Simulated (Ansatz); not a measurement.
## Tc on several prototypes: a ranking of structure types by relaxed energy, step by step

With the Ansatz DFT code, driven from Python.

The cells in order, each with its output:

```python
import csv
import warnings

import ansatz as az
import numpy as np
import spglib
```

```python
def bcc(A, a):
    return az.Crystal.bcc(A, a=a)


def fcc(first, a):
    return (
        az.Lattice.fcc(a)
        .space_group(225)
        .atom(first, [0, 0, 0])
        .primitive()
    )
```

```python
def sc(first, a):
    return (
        az.Lattice.cubic(a)
        .space_group(221)
        .atom(first, [0, 0, 0])
    )


def hcp(A, a):
    return (
        az.Lattice.from_parameters(a, a, 1.633 * a, alpha=90, beta=90, gamma=120)
        .space_group(194)
        .atom(A, [1 / 3, 2 / 3, 0.25])
    )
```

```python
def diamond(a_site, a):
    return (
        az.Lattice.fcc(a)
        .space_group(227, origin_choice=1)
        .atom(a_site, [0, 0, 0])
        .primitive()
    )
```

```python
def run_phase(name, crystal):
    calc = (
        crystal.calculation()
        .functional("lda")
        .basis(550)  # plane waves up to this kinetic energy
        .kpoints(spacing=0.15)  # sampling of the Brillouin zone
        .occupations("fermi_dirac", width=0.05)
        .stress()  # GPa
        .band_table()
    )
    calc = calc.relax(force_tolerance=0.01, cell=True)
    return calc.run(threads=1, backend="cpu")
```

```python
def relaxed_twice(name, crystal):
    # the second pass draws mesh and plane waves anew for the relaxed cell
    first = run_phase(name, crystal)
    again = az.Crystal(lattice=az.Lattice.of(first.lattice.cell_ang))
    for site in first.report["lattice"]["sites"]:
        again = again.atom(site["symbol"], site["position_frac"])
    return run_phase(name, again)
```

```python
def space_group(outcome):
    sites = outcome.report["lattice"]["sites"]
    kinds = sorted({site["symbol"] for site in sites})
    cell = (outcome.lattice.cell_ang, [site["position_frac"] for site in sites], [kinds.index(site["symbol"]) for site in sites])
    return spglib.get_spacegroup(cell, symprec=0.01)
```

```python
def volume_per_atom(outcome):
    return abs(np.linalg.det(outcome.lattice.cell_ang)) / len(outcome.lattice.sites)
```

```python
# starting lattice constants are rough guesses; the relaxation finds the rest
warnings.simplefilter("ignore", az.DeckWarning)
```

```python
phases = {}
phases["bcc"] = bcc("Tc", 3.06)
phases["fcc"] = fcc("Tc", 3.85)
phases["sc"] = sc("Tc", 2.51)
phases["hcp"] = hcp("Tc", 2.72)
phases["diamond"] = diamond("Tc", 5.3)
```

```python
done = {}
for name, crystal in phases.items():
    try:
        done[name] = relaxed_twice(name, crystal)
    except az.NonConvergedError as error:
        print(name, "did not converge:", str(error)[:120])
```

```python
energy = {name: o.report["energy_sigma0_ev"] / len(o.lattice.sites) for name, o in done.items()}
lowest = min(energy.values())
rows = [(name, len(o.lattice.sites), 1000 * (energy[name] - lowest), space_group(o), volume_per_atom(o)) for name, o in done.items()]
rows.sort(key=lambda row: row[2])
with open("prototypes.csv", "w", newline="") as handle:
    writer = csv.writer(handle)
    writer.writerow(["phase", "atoms", "dE (meV/atom)", "space group", "V (A^3/atom)"])
    writer.writerows([round(v, 4) if isinstance(v, float) else v for v in row] for row in rows)
print(open("prototypes.csv").read())
print("order:", " < ".join(row[0] for row in rows))
```

    phase,atoms,dE (meV/atom),space group,V (A^3/atom)
    hcp,2,0.0,P6_3/mmc (194),13.7682
    fcc,1,80.9931,Fm-3m (225),13.8374
    bcc,1,278.0444,Im-3m (229),13.9347
    sc,1,1106.6304,Pm-3m (221),15.4052
    diamond,2,1634.412,Fd-3m (227),20.14
    
    order: hcp < fcc < bcc < sc < diamond

By space group at the end of each run: P6_3/mmc (+0 meV an atom, 13.8 Å³), Fm-3m (+80 meV an atom, 13.8 Å³), Im-3m (+278 meV an atom, 13.9 Å³), Pm-3m (+1107 meV an atom, 15.4 Å³) and Fd-3m (+1634 meV an atom, 20.1 Å³).

The run is spin-unpolarised. The cells are built on prototypes, so most aren't the phase found in nature. Rows bear the name of their start, and a relaxation keeps or raises the symmetry. Differences under 10 to 15 meV an atom lie within the error of mesh and functional. Hardware and time: 3 min on 1 thread of Arm Neoverse V2, with other jobs on the host, peak memory 0.53 GiB.
